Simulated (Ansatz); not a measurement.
# CH9GeNOSi: the cost of one run

All numbers below are computed with Ansatz 0.2.0 (RKS BLYP-D4/def2-SVP).

## Step 1: The starting structure

Bond lengths: C1–N2 1.393 Å, N2–Si3 1.795 Å, Si3–O4 1.637 Å, Si3–Ge5 2.344 Å, C1–H6 1.150 Å, C1–H7 1.144 Å, C1–H8 1.096 Å, N2–H9 1.055 Å, Si3–H10 1.458 Å, O4–H11 1.039 Å, Ge5–H12 1.558 Å, Ge5–H13 1.538 Å, Ge5–H14 1.502 Å. Angles (14 of 22 angles, heavy atoms first): C1–N2–Si3 108.5°, N2–Si3–O4 112.9°, N2–Si3–Ge5 108.6°, O4–Si3–Ge5 107.5°, C1–N2–H9 108.2°, Si3–N2–H9 109.1°, N2–C1–H6 112.2°, N2–C1–H7 112.4°, N2–C1–H8 114.4°, N2–Si3–H10 109.3°, O4–Si3–H10 111.0°, Ge5–Si3–H10 107.2°, Si3–O4–H11 106.6°, Si3–Ge5–H12 109.3°.

Coordinates:

```xyz
14

C    -1.5412    1.5647    0.3556
N    -0.4855    0.7684    0.7936
Si    0.2345   -0.0557   -0.6293
O    -0.8066   -1.0824   -1.3658
Ge    2.0772   -1.3138    0.0880
H    -2.0466    2.1292    1.2202
H    -1.1964    2.4006   -0.3447
H    -2.3369    1.0179   -0.1630
H    -0.8715    0.0426    1.4550
H     0.7323    0.9451   -1.5647
H    -1.1435   -1.7386   -0.6342
H     1.6089   -2.3550    1.1475
H     3.0635   -0.3439    0.7607
H     2.6990   -2.0082   -1.0900
```

## Step 2: Relaxing end A

The input, input.yaml:

```yaml
crystal:
  periodic: [false, false, false]
  atoms:
    - { symbol: C, position_ang: [-1.5412, 1.5647, 0.3556] }
    - { symbol: "N", position_ang: [-0.4855, 0.7684, 0.7936] }
    - { symbol: Si, position_ang: [0.2345, -0.0557, -0.6293] }
    - { symbol: O, position_ang: [-0.8066, -1.0824, -1.3658] }
    - { symbol: Ge, position_ang: [2.0772, -1.3138, 0.088] }
    - { symbol: H, position_ang: [-2.0466, 2.1292, 1.2202] }
    - { symbol: H, position_ang: [-1.1964, 2.4006, -0.3447] }
    - { symbol: H, position_ang: [-2.3369, 1.0179, -0.163] }
    - { symbol: H, position_ang: [-0.8715, 0.0426, 1.455] }
    - { symbol: H, position_ang: [0.7323, 0.9451, -1.5647] }
    - { symbol: H, position_ang: [-1.1435, -1.7386, -0.6342] }
    - { symbol: H, position_ang: [1.6089, -2.355, 1.1475] }
    - { symbol: H, position_ang: [3.0635, -0.3439, 0.7607] }
    - { symbol: H, position_ang: [2.699, -2.0082, -1.09] }
basis:
  gaussian: { orbitals: def2-SVP }
hamiltonian:
  xc: blyp
  dispersion: d4
relax:
  f_tol: 0.015
  max_steps: 40
```

The run is started by

```sh
ansatz run input.yaml --threads 2 --pin off --max-ram 3072MiB --backend cpu --events-out ev --progress --plain --runs-dir out
```

What time and memory should one allow on 2 threads of Arm Neoverse V1, shared host?

About 45 s, with a peak of 0.19 GiB.
